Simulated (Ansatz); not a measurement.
# GeN (charge +1): ladder of basis sets

How does the energy of GeN (charge +1) converge with the basis? Wanted for GeN (charge +1): a ladder of basis sets.

Computed with Ansatz 0.2.0 through its Python package. The levels of theory stand in the script.

### Step 1. The system

Bond lengths: Ge1–N2 1.915 Å.

gen.xyz, read by the script:

```xyz
2

Ge    0.00000    0.00000    0.00000
N     0.00000    0.00000    1.91500
```

### Step 2. The script

Contents of basis_gen.py:

```python
import warnings

import ansatz as az

XC = 'hf'
CHARGE = 1

warnings.simplefilter('ignore', az.DeckWarning)

gen = az.Crystal.molecule_from_extxyz('gen.xyz')

base = (
    gen.calculation()
    .functional(XC)
    .charge(CHARGE)
    .spin('collinear', total=2)
)

energies = {}
for basis in ['cc-pVDZ', 'cc-pVTZ']:
    data = base.basis(gaussian=basis).run(threads=1).report
    size = data['n_frozen'] + data['n_occupied'][0] + data['n_virtual'][0]
    energies[basis] = (data['reference_energy_ev'] / 27.211386246, data['free_energy_ev'] / 27.211386246)
    print(f'{basis:14s} {size:4d} orbitals  reference {energies[basis][0]:14.6f} Ha  total {energies[basis][1]:14.6f} Ha')

last = energies['cc-pVTZ'][1]
for basis, (_, total) in energies.items():
    print(f'{basis:14s} lies {27.211386 * (total - last):9.4f} eV above cc-pVTZ')
```

### Step 3. The input behind the calls

The engine receives this input (first run):

```yaml
crystal:
  periodic: [false, false, false]
  atoms:
    - { symbol: Ge, position_ang: [0.0, 0.0, 0.0] }
    - { symbol: "N", position_ang: [0.0, 0.0, 1.915] }
basis:
  gaussian:
    orbitals: cc-pVDZ
hamiltonian:
  xc: hf
magnetization:
  spin_polarized: true
  initial_magnetization: 2.0
total_charge: 1.0
```

### Step 4. The run

Command:

```sh
> python basis_gen.py
```

The program printed:

```text
cc-pVDZ          41 orbitals  reference   -2129.413605 Ha  total   -2129.413605 Ha
cc-pVTZ          73 orbitals  reference   -2129.499989 Ha  total   -2129.499989 Ha
cc-pVDZ        lies    2.3506 eV above cc-pVTZ
cc-pVTZ        lies    0.0000 eV above cc-pVTZ
```

It took 3.6 s on 1 thread of AMD EPYC 9R45 (Zen 5), shared host; peak memory 0.2 GiB.

### Step 5. What changed from run to run

The engine's inputs for the other runs:

Run 2, against run 1:

```diff
@@ -8 +8 @@
-    orbitals: cc-pVDZ
+    orbitals: cc-pVTZ
```

### Step 6. The runs side by side

The 2 runs, in the order started:

| run | basis | energy (eV) | <S²> | SCF cycles | CPU time (s) |
| --- | --- | --- | --- | --- | --- |
| 1 | cc-pVDZ | -57944.2961 | 2.03 | 230 | 0.8 |
| 2 | cc-pVTZ | -57946.6467 | 2.02 | 380 | 2.5 |

### Step 7. Results

```
     quantity  value
runs compared      2
```

In words: Against cc-pVDZ: cc-pVTZ -86.4 mHa. The last step alone is -86.38 mHa. From the first set to the last the time grows from 0.8 to 2.5 s. Caveats:
- The drop along the ladder measures the basis error, and is no property of the molecule.
- The geometry is a force-field or estimated start, not a minimum of this method, and the last set is no limit. Much of the fall in a total is atomic energy, which cancels in bond and reaction energies.
- The species is open-shell (spin multiplicity 3).
- The spin state was assumed, and another may lie lower.
